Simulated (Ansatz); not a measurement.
**CH3AlClFO2: one species, many methods**

The task here is to estimate one member of a computed series from the others.

Computed with Ansatz 0.2.0, Gaussian basis. Level: functionals in def2-TZVPP, the program's frozen cores in correlated methods.

Levels to be run: LDA (SPW92), PBE-D4, revPBE-D4, BLYP-D4, r2SCAN-D4, B97M-V, PBE0-D4, B3LYP-D4, r2SCANh-D4, r2SCAN0-D4, HSE06-D4, BHLYP-D4, CAM-B3LYP-D4, LC-ωPBE, ωB97X-V, ωB97M-V, B2PLYP, PBE-QIDH; CCSD(T)/def2-SVP; CCSD(T)/def2-TZVPP; MP2/def2-QZVPP; extrapolation to the limit; RPA on PBE.

## The geometry

All runs share one geometry, relaxed beforehand with PBE0-D4 in a triple-zeta def2 set.

9 atoms, charge 0, spin multiplicity 1.

Atoms are counted from 1 here; the program's logs count them from 0.

Bond lengths: O1–C2 1.299 Å, O1–H7 0.968 Å, C2–F3 1.289 Å, C2–O5 1.207 Å, Cl4–Al6 2.142 Å, O5–Al6 2.012 Å, Al6–H8 1.586 Å, Al6–H9 1.581 Å. Angles: C2–O1–H7 108.9°, O1–C2–F3 111.0°, O1–C2–O5 125.7°, F3–C2–O5 123.3°, C2–O5–Al6 130.2°, Cl4–Al6–O5 97.2°, Cl4–Al6–H8 114.9°, Cl4–Al6–H9 115.7°, O5–Al6–H8 99.9°, O5–Al6–H9 99.3°, H8–Al6–H9 122.4°.

Set-up of the first run:

File in.yaml:

```yaml
crystal:
  periodic: [false, false, false]
  atoms:
    - {symbol: O, position_ang: [2.305888, -0.475385, 0.733590]}
    - {symbol: C, position_ang: [1.034246, -0.224595, 0.654348]}
    - {symbol: F, position_ang: [0.433319, -0.527700, 1.753427]}
    - {symbol: Cl, position_ang: [-2.042834, -1.608839, -0.419455]}
    - {symbol: O, position_ang: [0.466298, 0.238724, -0.305132]}
    - {symbol: Al, position_ang: [-1.500578, 0.447948, -0.675971]}
    - {symbol: H, position_ang: [2.723466, -0.251599, -0.111014]}
    - {symbol: H, position_ang: [-1.905925, 1.400551, 0.525291]}
    - {symbol: H, position_ang: [-1.425279, 0.954595, -2.172185]}
basis:
  gaussian: {orbitals: def2-TZVPP}
hamiltonian: {xc: lda}
output: {orbitals: {seedname: orbitals}}
```

Launch:

```bash
$ ansatz run in.yaml --threads 4 --pin off --events-out ev --progress --plain --max-ram 10444MiB
```

Steps of the session up to this table: LDA; PBE-D4 (GGA); revPBE-D4 (GGA); BLYP-D4 (GGA); r2SCAN-D4 (meta-GGA); B97M-V (meta-GGA); B3LYP-D4 (hybrid); r2SCANh-D4 (hybrid); r2SCAN0-D4 (hybrid); HSE06-D4 (hybrid); BHLYP-D4 (hybrid); CAM-B3LYP-D4 (range-separated); LC-ωPBE (range-separated); ωB97X-V (range-separated); ωB97M-V (range-separated); B2PLYP (double hybrid); PBE-QIDH (double hybrid).

One of the session's tables, all rows but one given; the rest of the session is left out.

It belongs to the step «Frontier levels by functional». 

| functional | HOMO (eV) | LUMO (eV) | gap (eV) |
| --- | --- | --- | --- |
| LDA (SPW92) | -6.31 | -3.05 | 3.26 |
| PBE-D4 | -6.25 | -2.72 | 3.52 |
| revPBE-D4 | -6.21 | -2.60 | 3.61 |
| BLYP-D4 | -6.14 | -2.66 | 3.48 |
| r2SCAN-D4 | ? | ? | ? |
| B97M-V | -6.67 | -2.27 | 4.39 |
| PBE0-D4 | -7.55 | -1.58 | 5.97 |
| B3LYP-D4 | -7.34 | -1.91 | 5.43 |
| r2SCANh-D4 | -7.05 | -2.04 | 5.01 |
| r2SCAN0-D4 | -7.76 | -1.41 | 6.35 |
| HSE06-D4 | -7.14 | -1.97 | 5.18 |
| BHLYP-D4 | -8.78 | -0.32 | 8.46 |
| CAM-B3LYP-D4 | -8.94 | -0.39 | 8.55 |
| LC-ωPBE | -10.33 | 0.93 | 11.26 |
| ωB97X-V | -9.98 | 0.90 | 10.87 |
| ωB97M-V | -9.76 | 0.83 | 10.59 |

**Question.** Estimate the row for r2SCAN-D4.

Worked estimate for «HOMO (eV)». Against the share of exact exchange, r2SCANh-D4 (0.1, -7.05), r2SCAN0-D4 (0.25, -7.76) give a slope of -4.73 per unit share; at 0 the line stands at -6.58.

The run gave: HOMO (eV): -6.57; LUMO (eV): -2.46; gap (eV): 4.11. In «HOMO (eV)» the line misses by -0.01.
